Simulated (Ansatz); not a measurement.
# EuOs (CsCl type): equation of state

An exercise on one series of results from a longer session: the logs are not shown, and one member is left open.

Computed with Ansatz 0.2.0 (DFT PBE+U (U_eff = 6 eV on Eu 4f), scalar-relativistic, plane waves, PAW, unless a step's input says otherwise).

1 further run of the same task is left out (it didn't finish).

### Starting point

The structure is cubic, space group Pm-3m (No. 221). The conventional cell has a = 3.522 Å, b = 3.522 Å, c = 3.522 Å, α = 90.00°, β = 90.00°, γ = 90.00°. Eu (site symmetry m-3m) is surrounded by 8 Os at 3.05 Å. Os (site symmetry m-3m) is surrounded by 8 Eu at 3.05 Å.

As a file:

```
Eu Os
1.0
     3.52228    0.00000    0.00000
     0.00000    3.52228    0.00000
     0.00000    0.00000    3.52228
Eu Os
1 1
Direct
  0.00000 0.00000 0.00000
  0.50000 0.50000 0.50000
```

This cell comes from an earlier session at PBE+U (U_eff = 6 eV on Eu 4f): 21.849 Å³/atom at 0.00 GPa, on a 8×8×8 mesh.

Volume factors to run: 0.980, 1.020, 0.960, 1.040, 1.070, 1.100, 0.945.

The first run:

Input file input.yaml:

```yaml
crystal:
  lattice:
    - [3.4986386799, 0.0, 0.0]
    - [0.0, 3.4986386799, 0.0]
    - [0.0, 0.0, 3.4986386799]
  atoms:
    - { symbol: Eu, position: [0.0, 0.0, 0.0], spin: 7.42 }
    - { symbol: Os, position: [0.5, 0.5, 0.5] }
basis:
  ecutwfc: 420
  ecutrho_ratio: 4
kpoints:
  mp_grid: { grid: [8, 8, 8] }
hamiltonian:
  xc: pbe
  hubbard:
    sites:
      - { species: Eu, l: f, u_eff: 6.0, starting_ns: start.occupation_matrices }
    ns_hold: { iters: 6 }
scf:
  occupations: { method: gaussian, width: 0.05 }
  lower_state_search: "off"
output:
  forces: true
  stress: true
  eigenvalues: true
  populations: true
  hubbard: { sites: [{ species: Eu, l: f }] }
magnetization:
  spin_polarized: true
```

The open shells start from the occupation matrices of the run at the neighbouring geometry (file start.occupation_matrices).

The run is started by

```sh
$ ansatz run input.yaml --threads 2 --pin off --max-ram 2662MiB --backend cpu --events-out ev --progress --plain --runs-dir out
```

Among the steps run: At 0.980 of the relaxed volume; Volume × 1.020; Volume × 0.960; At 1.040 of the relaxed volume; Volume × 1.070; Scaling the volume by 1.100; Volume × 0.945.

One of the session's tables, all rows but one given; the rest of the session is left out.

It belongs to the step «Energy and pressure against volume». 

```
volume (Å³/atom)  energy (meV/atom)  pressure (GPa)  moment of atom 1 (μB)
          20.648              16.20            4.72                   6.71
          20.976               8.29            3.22                   6.72
          21.412                  ?               ?                      ?
          21.849               0.00            0.00                   6.74
          22.286               1.99           -1.43                   6.75
          22.723               7.76           -2.71                   6.77
          23.379              22.45           -4.39                   6.78
          24.034              43.50           -5.82                   6.80
```

Estimate the missing values for volume (Å³/atom) = 21.412.

Worked estimate for «energy (meV/atom)». A straight line through the neighbours (20.976, 8.29) and (21.849, 0.00) gives 8.29 + (0.00 − 8.29) × (21.412 − 20.976) / (21.849 − 20.976) = 4.15; a parabola fitted to 4 rows on both sides gives 2.01.

The run gave: energy (meV/atom): 2.09; pressure (GPa): 1.52; moment of atom 1 (μB): 6.73. In «energy (meV/atom)» the line misses by +2.06 and the parabola by -0.08.

Limits of these values: Warnings in the runs' records: filled band counts differ across k points, stability check not made.
